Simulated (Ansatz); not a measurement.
Task: an equation of state with a fit of TiZn, space group Pm-3m, with Ansatz 0.2.0 through its Python package. Give the script and its output. Settings (first run): PBEsol, PAW, cutoff 517 eV, 9×9×9 k-points, Fermi-Dirac smearing of 0.1 eV.

```
Ti Zn
1.0
     3.12375    0.00000    0.00000
     0.00000    3.12375    0.00000
     0.00000    0.00000    3.12375
Ti Zn
1 1
Direct
  0.50000 0.50000 0.50000
  0.00000 0.00000 0.00000
```

`run_eos.py`:
```python
# -*- coding: utf-8 -*-
import ansatz as az
import numpy as np
from scipy.optimize import curve_fit

SETTINGS = {
    'occupations': 'fermi_dirac',
    'width_ev': 0.1,
    'kmesh': (9, 9, 9),
}

VECTORS = np.array([
    [3.123748, 0.0, 0.0],
    [0.0, 3.123748, 0.0],
    [0.0, 0.0, 3.123748],
])
SITES = [
    ('Ti', [0.5, 0.5, 0.5]),
    ('Zn', [0.0, 0.0, 0.0]),
]


def crystal_on(cell):
    crystal = az.Crystal(lattice=az.Lattice.of(cell))
    for symbol, position in SITES:
        crystal = crystal.atom(symbol, position)
    return crystal

def vinet(v, e0, v0, b0, b1):
    eta = (v / v0) ** (1 / 3)
    return e0 + 2 * b0 * v0 / (b1 - 1) ** 2 * (2 - (5 + 3 * b1 * (eta - 1) - 3 * eta) * np.exp(-1.5 * (b1 - 1) * (eta - 1)))


def main():
    volumes, energies, pressures = [], [], []
    for scale in np.linspace(0.9, 1.1, 9):
        cell = VECTORS * scale ** (1 / 3)
        calculation = crystal_on(cell).calculation()
        calculation = calculation.functional(az.Functional.PBESOL)
        calculation = calculation.pseudopotentials('paw')
        calculation = calculation.basis(19 * az.Ha).occupations(SETTINGS['occupations'], width=SETTINGS['width_ev'])
        calculation = calculation.kpoints(*SETTINGS['kmesh'])
        calculation = calculation.stress()
        rep = calculation.run(threads=1, pin='off').report
        volumes.append(abs(np.linalg.det(cell)) / len(SITES))
        energies.append(rep['free_energy_ev'] / len(SITES))
        pressures.append(np.trace(rep['stress_gpa']) / 3)
        print(f'V = {volumes[-1]:8.4f} A^3/atom  F = {energies[-1]:.5f} eV/atom  P = {pressures[-1]:8.3f} GPa')

    guess = (min(energies), volumes[int(np.argmin(energies))], 0.5, 4.5)
    (e0, v0, b0, b1), _ = curve_fit(vinet, np.array(volumes), np.array(energies), p0=guess, maxfev=20000)
    print(f'Vinet fit: V0 = {v0:.4f} A^3/atom, B0 = {160.21766 * b0:.1f} GPa, B1 = {b1:.2f}')
    print('largest residual', round(1000 * float(np.abs(vinet(np.array(volumes), e0, v0, b0, b1) - energies).max()), 3), 'meV/atom')


if __name__ == '__main__':
    main()
```

```console
$ python run_eos.py
V =  13.7164 A^3/atom  F = -2877.58030 eV/atom  P =   12.610 GPa
V =  14.0974 A^3/atom  F = -2877.60464 eV/atom  P =    7.966 GPa
V =  14.4784 A^3/atom  F = -2877.61866 eV/atom  P =    3.922 GPa
V =  14.8594 A^3/atom  F = -2877.62370 eV/atom  P =    0.399 GPa
V =  15.2405 A^3/atom  F = -2877.62092 eV/atom  P =   -2.671 GPa
V =  15.6215 A^3/atom  F = -2877.61132 eV/atom  P =   -5.344 GPa
V =  16.0025 A^3/atom  F = -2877.59577 eV/atom  P =   -7.672 GPa
V =  16.3835 A^3/atom  F = -2877.57506 eV/atom  P =   -9.698 GPa
V =  16.7645 A^3/atom  F = -2877.54986 eV/atom  P =  -11.458 GPa
Vinet fit: V0 = 14.9063 A^3/atom, B0 = 126.5 GPa, B1 = 4.37
largest residual 0.007 meV/atom
```

A third-order Birch-Murnaghan fit through the 9 points (the script's own form differs a little) has its minimum at 14.91 Å³ an atom, 2.2 % below the typed cell, with a bulk modulus of 126 GPa and dB/dP = 4.4. From that minimum the energy rises by 43.5 meV an atom on the compressed side and 73.9 meV on the expanded side.

Reading the output:
- Absolute energies stand on the zero of these potentials, so only differences at equal settings mean something.
- Pressure is positive in compression.
- This cell is a computed structure, which may not be the phase found in nature.
- It ran for 14 s on 1 thread of Arm Neoverse V1 (shared host), peak memory 0.43 GiB.
